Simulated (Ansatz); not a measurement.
# CH5BS2: rigid scan of one bond length in Python

Aim: a rigid scan of one bond length, for CH5BS2, run from a script. SMILES: BSCS.

Program: Ansatz 0.2.0, driven from Python. Level of theory: PBE/6-31G*. These are calculated values, not measurements.

### 1 The structure

Bond lengths: B1–S2 1.843 Å, S2–C3 1.814 Å, C3–S4 1.908 Å, B1–H5 1.235 Å, B1–H6 1.178 Å, C3–H7 1.059 Å, C3–H8 1.105 Å, S4–H9 1.384 Å. Angles: B1–S2–C3 92.1°, S2–B1–H5 119.3°, S2–B1–H6 123.2°, H5–B1–H6 117.2°, S2–C3–S4 107.7°, S2–C3–H7 112.5°, S2–C3–H8 109.2°, S4–C3–H7 109.0°, S4–C3–H8 104.8°, H7–C3–H8 113.3°, C3–S4–H9 88.8°.

The script holds or builds the structure itself.

### 2 Script

Input file ch5bs2_scan.py:

```python
"""Potential curve of CH5BS2 along one bond."""

import ansatz as az
from ase import Atoms
import numpy as np

atoms = Atoms(["B", "S", "C", "S", "H", "H", "H", "H", "H"], positions=[
    (-1.3424, 1.0718, 0.667),
    (0.3731, 1.148, -0.0024),
    (0.5014, -0.6609, -0.0639),
    (2.2589, -1.097, -0.6644),
    (-2.298, 1.0861, -0.1159),
    (-1.5879, 1.1197, 1.8183),
    (-0.2051, -1.0953, -0.7227),
    (0.4469, -1.0641, 0.964),
    (1.9417, -0.5546, -1.8972),
])
geometry = az.Crystal.molecule_from_ase(atoms)

symbols = [site.symbol for site in geometry.cartesian_sites]
start = np.array([site.position_ang for site in geometry.cartesian_sites])
axis = (start[5] - start[0]) / np.linalg.norm(start[5] - start[0])
moving = [5]
lengths, energies = [1.037, 1.084, 1.131, 1.178, 1.225, 1.272, 1.32, 1.39], []
for length in lengths:
    xyz = start.copy()
    xyz[moving] += (length - np.linalg.norm(start[5] - start[0])) * axis
    point = az.Crystal.molecule()
    for symbol, place in zip(symbols, xyz):
        point = point.atom(symbol, place.tolist())
    setup = (
        point.calculation()
        .basis(gaussian="6-31G*")  # the orbital basis, by name
        .functional("PBE")
        .scf(lower_state_search="off")
    )
    data = setup.run().report
    energies.append(data["free_energy_ev"])
    print(f"r = {length:6.3f} A  E = {energies[-1]:.5f} eV  <S^2> = {abs(data['mean_field']['state']['spin_squared']):.3f}")

# quartic fit about the minimum
fit = np.polynomial.Polynomial.fit(lengths, np.array(energies) - min(energies), 4).convert()
roots = [r.real for r in fit.deriv().roots() if abs(r.imag) < 1e-9 and fit.deriv(2)(r.real) > 0]
r_e = min(roots, key=lambda r: abs(r - lengths[int(np.argmin(energies))]))
print(f"minimum of the fit at {r_e:.4f} A, force constant {fit.deriv(2)(r_e):.2f} eV/A^2")
```

### 3 Running it

Run with:

```sh
> python ch5bs2_scan.py
```

Log:

```text
r =  1.037 A  E = -23450.82143 eV  <S^2> = 0.000
r =  1.084 A  E = -23451.05331 eV  <S^2> = 0.000
r =  1.131 A  E = -23451.19180 eV  <S^2> = 0.000
r =  1.178 A  E = -23451.25619 eV  <S^2> = 0.000
r =  1.225 A  E = -23451.26199 eV  <S^2> = 0.000
r =  1.272 A  E = -23451.22174 eV  <S^2> = 0.000
r =  1.320 A  E = -23451.14358 eV  <S^2> = 0.000
r =  1.390 A  E = -23450.97991 eV  <S^2> = 0.000
minimum of the fit at 1.2061 A, force constant 22.88 eV/A^2
```

It took 7.8 s on 1 thread of Intel Xeon at 2.60GHz (Ice Lake), shared host; peak memory 0.18 GiB.

### 4 Run by run

The 8 runs, in the order started:

```csv
run,distance (Å),energy from run 5 (eV),SCF cycles,CPU time (s)
1,1.04,0.4406,19,0.94
2,1.08,0.2087,19,0.92
3,1.13,0.0702,19,0.9
4,1.18,0.0058,19,0.91
5,1.23,0.0000,19,0.91
6,1.27,0.0403,19,0.92
7,1.32,0.1184,19,0.91
8,1.39,0.2821,19,0.9
```

### 5 Summary of results

```
                        quantity     value
bond length at the fit's minimum  1.2061 Å
                   runs compared         8
                 range of energy  0.441 eV
      lowest point, distance (Å)      1.23
```

In words: The lowest point, at 1.23, lies inside the range. The ends stand 0.441 and 0.282 eV above it. The distance scanned is the script's pair 0, 5. Notes:
- The rest of the molecule is held rigid at a force-field or estimated start geometry, and the basis set is modest; single-reference methods fail as a bond breaks.
- The orbitals are restricted, so S² is zero by construction.
